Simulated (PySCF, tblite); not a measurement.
**C₆H₁₂FNSi₂: geometry, infrared bands and NMR shifts**

Aim: predict the infrared bands and NMR shifts of C₆H₁₂FNSi₂ (`C=C(F)C[Si@](C)([SiH3])CC#N`).

Computed with tblite 0.8.0 and PySCF 2.14.0, with density-fitted response routines of our own, on a single molecule in the gas phase. Atoms are numbered from 0 throughout.

### Step 1. The starting structure

22 atoms, charge 0, multiplicity 1; geometry from: force field or distance geometry start.

Bonds of the start (Å): C0–C1 1.36, C1–F2 1.36, C1–C3 1.48, C3–Si4 1.84, Si4–C5 1.89, Si4–Si6 2.23, Si4–C7 1.86, C7–C8 1.46, C8–N9 1.16, C0–H10 1.08, C0–H11 1.08, C3–H12 1.10, C3–H13 1.12, C5–H14 1.12, C5–H15 1.08, C5–H16 1.11, Si6–H17 1.46, Si6–H18 1.47, Si6–H19 1.48, C7–H20 1.12, C7–H21 1.12.

### Step 2. Relaxing the molecule with GFN2-xTB

What the job is given:

```
{"job": {"kind": "relax", "xc": "GFN2-xTB", "basis": "xTB"}, "charge": 0, "multiplicity": 1}
C      3.192500     0.143200     0.234800
C      1.979100     0.281400     0.827800
F      1.753800     1.312000     1.687300
C      0.956200    -0.745800     0.525100
Si    -0.590600    -0.083600    -0.226400
C     -0.406700    -0.301200    -2.094700
Si    -0.916400     2.076700     0.197100
C     -2.117600    -1.046700     0.208700
C     -2.046000    -1.511300     1.590100
N     -1.993400    -1.877300     2.690200
H      3.344500    -0.694100    -0.436600
H      3.941600     0.891200     0.451700
H      1.404600    -1.456600    -0.191700
H      0.749800    -1.316200     1.471800
H     -0.701600    -1.358100    -2.298800
H     -1.049600     0.437300    -2.559400
H      0.649200    -0.160900    -2.406100
H     -0.523300     2.464600     1.546000
H     -0.130400     2.882400    -0.750800
H     -2.351300     2.391200     0.007500
H     -2.994200    -0.384600     0.012200
H     -2.160700    -1.924300    -0.486600
```

Run with:

```console
$ OMP_NUM_THREADS=1 python probes_run.py task.json out
```

This one command runs all jobs of the session in turn.

Log:

```text
step      E/eV     max force
  0    -815.33761    2.719
  1    -815.53997    4.503
  2    -815.60897    4.390
  3    -815.74637    1.908
  4    -815.82195    0.723
  5    -815.89535    0.827
  6    -815.95696    0.730
  7    -815.98203    0.359
  8    -816.01269    0.415
  9    -816.04139    0.494
 10    -816.06319    0.413
 11    -816.07929    0.338
 12    -816.09335    0.262
 13    -816.10441    0.294
 14    -816.11166    0.229
 15    -816.11551    0.140
 16    -816.11821    0.108
 17    -816.12096    0.140
 18    -816.12350    0.137
 19    -816.12551    0.108
 20    -816.12712    0.105
 21    -816.12866    0.126
 22    -816.13016    0.106
 23    -816.13142    0.077
 24    -816.13239    0.066
 25    -816.13320    0.080
 26    -816.13396    0.075
 27    -816.13474    0.082
 28    -816.13554    0.066
 29    -816.13640    0.090
 30    -816.13728    0.088
 31    -816.13818    0.090
 32    -816.13912    0.095
 33    -816.14022    0.082
 34    -816.14157    0.120
 35    -816.14317    0.117
 36    -816.14492    0.127
 37    -816.14669    0.133
 38    -816.14834    0.093
 39    -816.14980    0.097
 40    -816.15111    0.099
 41    -816.15246    0.103
 42    -816.15397    0.103
 43    -816.15544    0.093
 44    -816.15653    0.086
 45    -816.15722    0.072
 46    -816.15776    0.065
 47    -816.15845    0.076
 48    -816.15942    0.085
 49    -816.16061    0.075
 50    -816.16200    0.093
 51    -816.16354    0.124
 52    -816.16518    0.118
 53    -816.16703    0.120
 54    -816.16902    0.079
 55    -816.17008    0.087
 56    -816.17102    0.063
 57    -816.17210    0.073
 58    -816.17322    0.075
 59    -816.17428    0.110
 60    -816.17517    0.099
 61    -816.17623    0.065
 62    -816.17743    0.065
 63    -816.17845    0.110
 64    -816.18013    0.140
 65    -816.18167    0.116
 66    -816.18320    0.092
 67    -816.18475    0.108
 68    -816.18625    0.130
 69    -816.18791    0.165
 70    -816.18961    0.103
 71    -816.19119    0.071
 72    -816.19170    0.053
 73    -816.19278    0.057
 74    -816.19337    0.048
 75    -816.19385    0.045
 76    -816.19418    0.055
 77    -816.19445    0.039
 78    -816.19471    0.033
 79    -816.19498    0.037
 80    -816.19525    0.035
 81    -816.19553    0.034
 82    -816.19578    0.034
 83    -816.19596    0.029
 84    -816.19610    0.026
 85    -816.19623    0.035
 86    -816.19636    0.034
 87    -816.19650    0.030
 88    -816.19665    0.035
 89    -816.19679    0.033
 90    -816.19693    0.036
 91    -816.19705    0.034
 92    -816.19716    0.023
 93    -816.19726    0.022
 94    -816.19736    0.026
 95    -816.19747    0.030
 96    -816.19758    0.034
 97    -816.19770    0.026
 98    -816.19783    0.027
 99    -816.19801    0.037
100    -816.19828    0.041
101    -816.19868    0.054
102    -816.19919    0.069
103    -816.19966    0.057
104    -816.20001    0.073
105    -816.20021    0.079
106    -816.20043    0.032
107    -816.20073    0.039
108    -816.20097    0.039
109    -816.20122    0.039
110    -816.20146    0.029
111    -816.20160    0.028
112    -816.20172    0.025
113    -816.20185    0.034
114    -816.20202    0.032
115    -816.20221    0.033
116    -816.20242    0.041
117    -816.20261    0.033
118    -816.20281    0.043
119    -816.20309    0.035
120    -816.20330    0.028
121    -816.20347    0.021
122    -816.20356    0.026
123    -816.20363    0.021
124    -816.20370    0.025
125    -816.20378    0.022
126    -816.20386    0.028
127    -816.20393    0.019
128    -816.20400    0.015
129    -816.20406    0.019
130    -816.20411    0.019
131    -816.20417    0.026
132    -816.20425    0.024
133    -816.20435    0.024
134    -816.20445    0.026
135    -816.20454    0.026
136    -816.20462    0.028
137    -816.20472    0.031
138    -816.20480    0.022
139    -816.20484    0.014
140    -816.20488    0.016
141    -816.20491    0.016
142    -816.20494    0.019
143    -816.20498    0.021
144    -816.20501    0.015
145    -816.20505    0.012
146    -816.20508    0.012
147    -816.20511    0.011
148    -816.20512    0.007
```

Wall time 5.9 s (1 thread of AMD EPYC, shared host); peak memory 0.18 GiB.

Relaxation path: (not every step is listed)

```
step  energy from step 0 (eV)  largest force (eV/Å)
   0                   0.0000                2.7189
   1                  -0.2024                4.5029
   2                  -0.2714                4.3901
   3                  -0.4088                1.9077
   4                  -0.4843                0.7225
   5                  -0.5577                0.8266
   6                  -0.6193                0.7300
   7                  -0.6444                0.3589
   8                  -0.6751                0.4146
  21                  -0.7910                0.1261
  34                  -0.8040                0.1199
  47                  -0.8208                0.0762
  60                  -0.8376                0.0988
  73                  -0.8552                0.0574
  86                  -0.8587                0.0341
  99                  -0.8604                0.0367
 112                  -0.8641                0.0253
 125                  -0.8662                0.0216
 138                  -0.8672                0.0224
 143                  -0.8674                0.0206
 144                  -0.8674                0.0146
 145                  -0.8674                0.0121
 146                  -0.8675                0.0117
 147                  -0.8675                0.0108
 148                  -0.8675                0.0072
```

Close pairs (by a distance rule), those that changed most:

```
   bond  before (Å)  after (Å)  change (Å)
Si4–Si6       2.225      2.331      +0.105
 C3–Si4       1.843      1.934      +0.091
 Si4–C7       1.857      1.943      +0.086
  C0–C1       1.358      1.320      -0.038
  C7–C8       1.459      1.425      -0.034
 C3–H13       1.124      1.092      -0.033
 C7–H21       1.120      1.091      -0.029
 C5–H14       1.116      1.087      -0.029
```

The end geometry stands in the next job.

### Step 3. Vibrational analysis with GFN2-xTB

What the job is given:

```
{"job": {"kind": "ir", "xc": "GFN2-xTB", "basis": "xTB"}, "charge": 0, "multiplicity": 1}
C      3.233356    -0.159438    -0.155135
C      2.131339     0.125326     0.513251
F      2.001651     1.366408     1.061069
C      0.932855    -0.712914     0.727976
Si    -0.585076     0.029453    -0.213041
C     -0.203665    -0.156635    -2.077513
Si    -1.137725     2.177072     0.504749
C     -2.009074    -1.244162     0.138620
C     -2.291894    -1.294398     1.534181
N     -2.480519    -1.309712     2.663608
H      3.370494    -1.124589    -0.603058
H      4.026001     0.558909    -0.258515
H      1.149538    -1.731890     0.411671
H      0.699431    -0.733116     1.794097
H     -0.031066    -1.190293    -2.367836
H     -1.016524     0.224585    -2.688602
H      0.687763     0.406429    -2.336515
H     -1.149910     2.278925     1.962283
H     -0.209998     3.168461    -0.039711
H     -2.478733     2.529882     0.017739
H     -2.912412    -0.943518    -0.391786
H     -1.736245    -2.245398    -0.198382
```

Log:

```text
mode    cm-1     km/mol
  1      25.8      1.54
  2      28.7      5.04
  3      43.7      0.83
  4      57.6      0.95
  5      79.6      3.53
  6      92.9      0.83
  7     108.5      0.34
  8     118.2      2.72
  9     122.0      2.45
 10     170.1     12.18
 11     185.9      6.63
 12     207.4     13.38
 13     358.7      2.63
 14     374.0      2.54
 15     405.9      1.10
 16     438.8      8.99
 17     440.1     27.76
 18     447.8     14.93
 19     474.2      4.11
 20     528.5      0.51
 21     661.4     20.18
 22     681.0     28.81
 23     716.5     16.83
 24     721.6     24.52
 25     739.7     93.64
 26     765.0    544.78
 27     780.3     32.98
 28     789.2    136.36
 29     805.8    208.89
 30     817.3     99.10
 31     821.4     53.35
 32     857.4     25.82
 33     878.4    100.57
 34     938.1      6.46
 35    1019.0     18.04
 36    1074.6      0.99
 37    1092.2     30.67
 38    1163.7     89.95
 39    1196.4     59.06
 40    1223.7    106.00
 41    1371.5     12.36
 42    1378.6      8.50
 43    1415.3      7.14
 44    1441.9      7.87
 45    1477.2      1.42
 46    1484.9      0.47
 47    1726.7    148.50
 48    2204.1    311.80
 49    2263.8    231.29
 50    2279.3    244.38
 51    2396.6    308.99
 52    2970.0     19.13
 53    2974.8     13.50
 54    2988.9     14.15
 55    3005.1     15.53
 56    3020.8     24.29
 57    3040.4     22.53
 58    3046.9     14.65
 59    3134.9      1.45
 60    3174.0     16.67
```

Wall time 4.5 s (1 thread of AMD EPYC, shared host); peak memory 0.18 GiB.

Which atoms move in the most intense modes:

```
cm⁻¹  km/mol                         atoms
 765   544.8  H17 32 %, H18 32 %, H19 17 %
 789   136.4  H17 48 %, H19 26 %, H18 12 %
 806   208.9            H19 45 %, H18 38 %
1727   148.5              C1 56 %, C0 38 %
2204   311.8                      H19 97 %
2264   231.3                      H18 96 %
2279   244.4                      H17 95 %
2397   309.0              C8 60 %, N9 39 %
```

### Step 4. NMR shieldings: PBE0/pcSseg-1

Settings changed since step 3:

```diff
@@ -1,2 +1,2 @@
-{"job": {"kind": "ir", "xc": "GFN2-xTB", "basis": "xTB"}, "charge": 0, "multiplicity": 1}
+{"job": {"kind": "nmr", "xc": "PBE0", "basis": "pcSseg-1"}, "charge": 0, "multiplicity": 1}
 C      3.233356    -0.159438    -0.155135
```

Method: GIAO PBE0/pcSseg-1 NMR shielding, non-relativistic, gas phase.

Log:

```text
coarse grid: 19352 points
cycle   1  E = -968.4923852697  dE =  9.523e-01  |g| = 7.169e-01  |ddm| = 4.250e+00
cycle   2  E = -968.3249704705  dE =  1.674e-01  |g| = 1.147e+00  |ddm| = 1.488e+00
cycle   3  E = -968.5938437346  dE = -2.689e-01  |g| = 2.664e-01  |ddm| = 1.010e+00
cycle   4  E = -968.6087818294  dE = -1.494e-02  |g| = 5.980e-02  |ddm| = 2.067e-01
cycle   5  E = -968.6093927988  dE = -6.110e-04  |g| = 2.526e-02  |ddm| = 6.389e-02
cycle   6  E = -968.6095398508  dE = -1.471e-04  |g| = 5.116e-03  |ddm| = 2.373e-02
cycle   7  E = -968.6095455461  dE = -5.695e-06  |g| = 1.846e-03  |ddm| = 5.826e-03
final grid: 178160 points
cycle   8  E = -968.6724282372  dE = -4.404e-05  |g| = 8.115e-03  |ddm| = 3.279e-02
cycle   9  E = -968.6724198366  dE =  8.401e-06  |g| = 1.009e-02  |ddm| = 1.553e-02
cycle  10  E = -968.6724446001  dE = -2.476e-05  |g| = 1.473e-03  |ddm| = 8.855e-03
cycle  11  E = -968.6724450510  dE = -4.509e-07  |g| = 3.180e-04  |ddm| = 1.264e-03
cycle  12  E = -968.6724450690  dE = -1.800e-08  |g| = 1.721e-04  |ddm| = 3.666e-04
cycle  13  E = -968.6724450745  dE = -5.520e-09  |g| = 6.295e-05  |ddm| = 1.517e-04
cycle  14  E = -968.6724450753  dE = -7.742e-10  |g| = 1.969e-05  |ddm| = 6.136e-05
converged SCF energy = -968.6724450753

GIAO shielding tensors (ppm)
atom      isotropic    diamagn.    paramagn.     s11        s22        s33       span
  0 C       92.507     258.164    -165.657     -6.246    127.266    156.501    162.747
  1 C       11.447     254.493    -243.046    -96.984     62.566     68.759    165.743
  2 F      259.764     479.184    -219.419    155.105    284.719    339.468    184.363
  3 C      160.175     257.648     -97.473    142.545    156.665    181.314     38.769
  4 Si     358.731     883.352    -524.621    350.653    355.312    370.228     19.575
  5 C      189.104     255.367     -66.263    183.528    187.887    195.898     12.370
  6 Si     463.399     881.648    -418.249    456.116    461.449    472.631     16.515
  7 C      183.354     257.011     -73.657    174.359    181.205    194.497     20.138
  8 C       64.301     261.518    -197.216    -53.235    -45.918    292.057    345.292
  9 N      -29.028     340.876    -369.904   -204.674   -181.823    299.413    504.087
 10 H       27.318      32.716      -5.398     24.452     25.630     31.870      7.418
 11 H       26.982      29.746      -2.764     23.500     25.064     32.382      8.882
 12 H       29.949      35.180      -5.231     25.659     29.484     34.703      9.045
 13 H       29.123      33.967      -4.844     25.053     28.532     33.784      8.731
 14 H       31.613      32.733      -1.120     27.306     28.732     38.801     11.495
 15 H       31.531      31.458       0.073     26.753     28.813     39.028     12.276
 16 H       31.147      33.135      -1.989     26.254     29.335     37.851     11.596
 17 H       27.924      30.344      -2.420     24.813     25.938     33.021      8.208
 18 H       28.265      30.073      -1.807     24.600     26.779     33.416      8.816
 19 H       28.290      29.640      -1.350     24.599     26.061     34.210      9.611
 20 H       30.123      29.579       0.544     25.361     28.531     36.477     11.116
 21 H       30.163      31.158      -0.995     25.380     28.820     36.288     10.908
```

Run time: 2.1 min. Hardware: 1 thread of AMD EPYC, shared host; peak memory 1.1 GiB.

Shifts follow as δ = σ(reference) − σ, with reference shieldings (ppm) from runs at the same level and on the same kind of geometry: ¹H TMS 31.72, ¹³C TMS 186.9, ²⁹Si TMS 349.2, ¹⁹F CFCl3 170.9, ¹⁵N NH3 267.7. The references are single molecules in the gas phase, so shifts against H2O, NH3, PH3, H3PO4 or CFCl3 are not on the usual liquid scales and can be off by tens of ppm. Atoms listed in one row are averaged.

```
        atoms                                          environment  σ (ppm)  δ (ppm)  δ scaled to CDCl3
           C1                      fully substituted alkene carbon     11.4    175.5              169.4
           C8                                       nitrile carbon     64.3    122.6              117.8
           C0                                 terminal =CH2 carbon     92.5     94.4               90.2
           C3                         allylic sp3 CH2 bonded to Si    160.2     26.8               24.2
           C7                 sp3 CH2 bonded to Si, α to a nitrile    183.4      3.6                1.6
           C5                           methyl carbon bonded to Si    189.1     -2.2               -4.0
          H11                   hydrogen on a terminal =CH2 carbon    26.98     4.73               4.57
          H10                   hydrogen on a terminal =CH2 carbon    27.32     4.40               4.25
H17, H18, H19                   hydrogen on a silicon bonded to Si    28.16     3.56                  –
          H13          hydrogen on an allylic sp3 CH2 bonded to Si    29.12     2.59               2.55
          H12          hydrogen on an allylic sp3 CH2 bonded to Si    29.95     1.77               1.77
          H20  hydrogen on an sp3 CH2 bonded to Si, α to a nitrile    30.12     1.59               1.61
          H21  hydrogen on an sp3 CH2 bonded to Si, α to a nitrile    30.16     1.55               1.57
H14, H15, H16             hydrogen on a methyl carbon bonded to Si    31.43     0.29               0.38
           F2                                     vinylic fluorine    259.8    -88.8                  –
          Si4                            silicon bonded to 3 C, Si    358.7     -9.6                  –
          Si6                            silicon bonded to Si, 3 H    463.4   -114.2                  –
           N9                                     nitrile nitrogen    -29.0    296.8                  –
```

The scaled column applies a straight-line fit of computed shieldings to shifts measured in CDCl3, and one for carbons that bear F (root-mean-square error 0.16 ppm for H, 1.9 ppm for C).

Charges from the same density, by scheme (e):

```
atoms  Mulliken    IAO  Hirshfeld  ESP fit
   C0     -0.20  -0.40      -0.14    -0.69
   C1      0.13   0.31       0.09     0.43
   F2     -0.29  -0.29      -0.08    -0.21
   C3     -0.48  -0.55      -0.16    -0.58
  Si4      0.57   0.79       0.33     0.67
   C5     -0.59  -0.70      -0.21    -0.71
  Si6      0.31   0.29       0.21     0.16
   C7     -0.49  -0.57      -0.13    -0.64
   C8      0.03   0.14       0.08     0.45
   N9     -0.25  -0.27      -0.24    -0.51
```

Mayer bond orders: C0–C1 1.93, C1–F2 0.91, C1–C3 1.05, C3–Si4 0.86, Si4–C5 0.99, Si4–Si6 0.92, Si4–C7 0.82, C7–C8 1.05, C8–N9 3.03.

### Step 5. Results

| quantity | value |
| --- | --- |
| strongest single infrared mode (GFN2-xTB) | 765 cm⁻¹, 545 km/mol |
| zero-point energy (GFN2-xTB) | 99.0 kcal/mol |
| ¹³C shifts against TMS (PBE0/pcSseg-1) | 175.5, 122.6, 94.4, 26.8, 3.6, -2.2 ppm |
| ¹H shifts against TMS (PBE0/pcSseg-1, means over atoms taken as alike) | 4.73, 4.40, 3.56, 2.59, 1.77, 1.59, 1.55, 0.29 ppm |
| ¹⁹F shifts against CFCl3 (PBE0/pcSseg-1) | -88.8 ppm |
| ²⁹Si shifts against TMS (PBE0/pcSseg-1) | -9.6, -114.2 ppm |
| ¹⁵N shifts against NH3 (PBE0/pcSseg-1) | 296.8 ppm |

In words: Over 148 steps the energy fell by 0.868 eV; of the close pairs, Si4–Si6 changed most, 2.225 to 2.331 Å. All 60 modes are real, so the xTB geometry is a minimum. The strongest single mode, at 765 cm⁻¹, is carried by H17, H18, H19. GFN2-xTB is a fitted tight-binding method: band positions and strengths are rough. Its intensities can rank the bands wrongly. At PBE0/pcSseg-1: The widest tensor belongs to N9: span 504 ppm, with a paramagnetic part of -370 ppm.
